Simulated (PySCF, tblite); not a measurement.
**C₄H₉FO₂Si: geometry, infrared bands and NMR shifts**

What infrared bands and NMR shifts should C₄H₉FO₂Si (`OCC[SiH2]O/C=C\F`) show?

Programs: tblite 0.8.0 and PySCF 2.14.0, with density-fitted response routines of our own. Each step states its level of theory. These are calculated values for one molecule in the gas phase, unless marked as measured. Atoms count from 0, in the outputs and in this text.

### Step 1. The molecule as given

17 atoms, charge 0, multiplicity 1; geometry from: force field or distance geometry start.

Bonds of the start (Å): O0–C1 1.41, C1–C2 1.51, C2–Si3 1.86, Si3–O4 1.73, O4–C5 1.39, C5–C6 1.32, C6–F7 1.35, O0–H8 1.01, C1–H9 1.12, C1–H10 1.11, C2–H11 1.13, C2–H12 1.10, Si3–H13 1.48, Si3–H14 1.47, C5–H15 1.10, C6–H16 1.08.

### Step 2. Geometry optimisation with GFN2-xTB

Job settings and geometry (Å):

```
{"job": {"kind": "relax", "xc": "GFN2-xTB", "basis": "xTB"}, "charge": 0, "multiplicity": 1}
O     -2.261200     0.809400     1.216500
C     -2.518500     0.201400    -0.027500
C     -1.293700     0.111400    -0.901700
Si     0.100100    -0.851300    -0.144400
O      1.135700     0.140000     0.831800
C      2.278200     0.748600     0.333500
C      3.468600     0.172900     0.321700
F      3.620700    -1.080600     0.812500
H     -2.553000     0.129500     1.908200
H     -2.929400    -0.815500     0.174100
H     -3.308900     0.739400    -0.586200
H     -1.627700    -0.511600    -1.788500
H     -1.006900     1.140100    -1.184300
H     -0.527600    -1.896600     0.695200
H      0.843700    -1.448900    -1.262900
H      2.208100     1.773000    -0.054800
H      4.364900     0.651000    -0.054100
```

Started as:

```console
$ OMP_NUM_THREADS=1 python probes_run.py task.json out
```

This one command runs all jobs of the session in turn.

**Question.** This job is followed by: GFN2-xTB harmonic vibrations, gas phase; GIAO PBE0/pcSseg-1 NMR shielding, non-relativistic, gas phase. What will the session give for the following? strongest single infrared mode (GFN2-xTB); zero-point energy (GFN2-xTB); 13C shifts against TMS (PBE0/pcSseg-1); 1H shifts against TMS (PBE0/pcSseg-1, means over atoms taken as alike); 17O shifts against H2O (PBE0/pcSseg-1); 29Si shifts against TMS (PBE0/pcSseg-1); 19F shifts against CFCl3 (PBE0/pcSseg-1).

As calculated:

| quantity | value |
| --- | --- |
| strongest single infrared mode (GFN2-xTB) | 2223 cm⁻¹, 364 km/mol |
| zero-point energy (GFN2-xTB) | 77.7 kcal/mol |
| 13C shifts against TMS (PBE0/pcSseg-1) | 143.3, 134.5, 62.9, 21.8 ppm |
| 1H shifts against TMS (PBE0/pcSseg-1, means over atoms taken as alike) | 6.53, 5.84, 5.27, 4.16, 1.20, 0.63 ppm |
| 17O shifts against H2O (PBE0/pcSseg-1) | 85.4, 36.1 ppm |
| 29Si shifts against TMS (PBE0/pcSseg-1) | -12.5 ppm |
| 19F shifts against CFCl3 (PBE0/pcSseg-1) | -188.9 ppm |

What this shows: Relaxing lowered the energy by 0.766 eV in 142 steps; the close pair that moved most is Si3–O4, from 1.734 to 1.640 Å. All 45 modes are real, so the xTB geometry is a minimum. The strongest single mode, at 2223 cm⁻¹, moves mainly H14. GFN2-xTB is a fitted tight-binding method: band positions and strengths are rough. Its intensities can rank the bands wrongly. H16 (hydrogen on a β carbon of an enol-ether or enamine type C=C) lies farthest downfield among hydrogen, at 6.53 ppm; a vinylic proton, deshielded by the sp2 carbon and the C=C anisotropy. At PBE0/pcSseg-1: The widest tensor belongs to O4: span 197 ppm, with a paramagnetic part of -148 ppm.
